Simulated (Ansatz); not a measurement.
# CH₅BO₂Si: up Jacob's ladder to CCSD(T)

How much do the methods differ for CH₅BO₂Si? The plan is to run it at one geometry with functionals of several rungs and with coupled cluster, and see how far each lands from CCSD(T) at the basis-set limit for the atomisation energy.

Program: Ansatz 0.2.0, Gaussian basis. Level of theory: functionals in def2-TZVPP, the program's frozen cores in correlated methods. These are calculated values, not measurements.

The runs, in order: PBE-D4, r2SCAN-D4, PBE0-D4, B3LYP-D4, ωB97X-V, ωB97M-V, B2PLYP; CCSD(T)/def2-TZVPP; MP2/def2-QZVPP; extrapolation to the limit.

### Step 1. The geometry

All runs share one geometry, relaxed beforehand with PBE0-D4 in a triple-zeta def2 set.

SMILES `OC[SiH]1BO1`, 10 atoms, charge 0, spin multiplicity 1.

Atoms are counted from 1 here; the program's logs count them from 0.

Bond lengths: O1–C2 1.420 Å, O1–H6 0.961 Å, C2–Si3 1.884 Å, C2–H7 1.099 Å, C2–H8 1.094 Å, Si3–B4 1.904 Å, Si3–O5 1.761 Å, Si3–H9 1.484 Å, B4–O5 1.340 Å, B4–H10 1.190 Å. Angles: C2–O1–H6 108.5°, O1–C2–Si3 111.5°, O1–C2–H7 111.9°, O1–C2–H8 106.5°, Si3–C2–H7 110.2°, Si3–C2–H8 109.9°, H7–C2–H8 106.6°, C2–Si3–B4 124.2°, C2–Si3–O5 108.6°, C2–Si3–H9 110.8°, B4–Si3–O5 42.7°, B4–Si3–H9 123.3°, O5–Si3–H9 109.9°, Si3–B4–O5 63.0°, Si3–B4–H10 165.9°, O5–B4–H10 131.1°, Si3–O5–B4 74.4°.

### Step 2. PBE-D4 (GGA)

The input, in.yaml:

```yaml
crystal:
  periodic: [false, false, false]
  atoms:
    - {symbol: O, position_ang: [-1.668391, 0.822484, -0.986182]}
    - {symbol: C, position_ang: [-1.144672, -0.381392, -0.443959]}
    - {symbol: Si, position_ang: [0.735651, -0.331225, -0.337199]}
    - {symbol: B, position_ang: [1.715133, -0.275647, 1.294842]}
    - {symbol: O, position_ang: [1.198780, 0.879684, 0.854552]}
    - {symbol: H, position_ang: [-1.406636, 1.551756, -0.417279]}
    - {symbol: H, position_ang: [-1.574202, -0.607253, 0.541624]}
    - {symbol: H, position_ang: [-1.458908, -1.186865, -1.113692]}
    - {symbol: H, position_ang: [1.329817, 0.004355, -1.654717]}
    - {symbol: H, position_ang: [2.356730, -0.527099, 2.265010]}
basis:
  gaussian: {orbitals: def2-TZVPP}
hamiltonian: {xc: pbe, dispersion: d4}
output: {forces: true, orbitals: {seedname: orbitals}}
```

Command:

```sh
$ ansatz run in.yaml --threads 4 --pin off --events-out ev --progress --plain --max-ram 10444MiB
```

Further steps of the session: r2SCAN-D4 (meta-GGA); PBE0-D4 (hybrid); B3LYP-D4 (hybrid); ωB97X-V (range-separated); ωB97M-V (range-separated); B2PLYP (double hybrid); CCSD(T) in def2-TZVPP; MP2 in def2-QZVPP.

**Question.** What will the summary of the whole plan be? Wanted: atomisation energy, CCSD(T)/CBS; farthest; mean size of error, hybrid; mean size of error, range-separated; gap, smallest and largest; T1 diagnostic; triples share of the correlation energy.

**Answer**, as computed:

| quantity | value |
| --- | --- |
| atomisation energy, CCSD(T)/CBS | 898.3 kcal/mol |
| functionals within 4.5 kcal/mol (0.5 %) | PBE0-D4, B3LYP-D4, ωB97X-V |
| farthest | PBE-D4 (+22.9 kcal/mol) |
| mean size of error, hybrid | 0.7 kcal/mol |
| mean size of error, range-separated | 4.4 kcal/mol |
| gap, smallest and largest | 3.68 eV (PBE-D4), 10.37 eV (ωB97X-V) |
| T1 diagnostic | 0.0151 |
| triples share of the correlation energy | 4.0 % |

In words: PBE-D4 is off by +22.9 kcal/mol. Double hybrids carry the basis error of their MP2 part in triple zeta, and no dispersion term here, so their miss is partly the set-up's. The reference freezes the cores and leaves out relativity and excitations past (T), so misses under about 4.5 kcal/mol can't be ranked. Hartree-Fock recovers 71 % of the binding; the rest is correlation. Orbital gaps span 3.7 to 10.4 eV; exact exchange widens them.
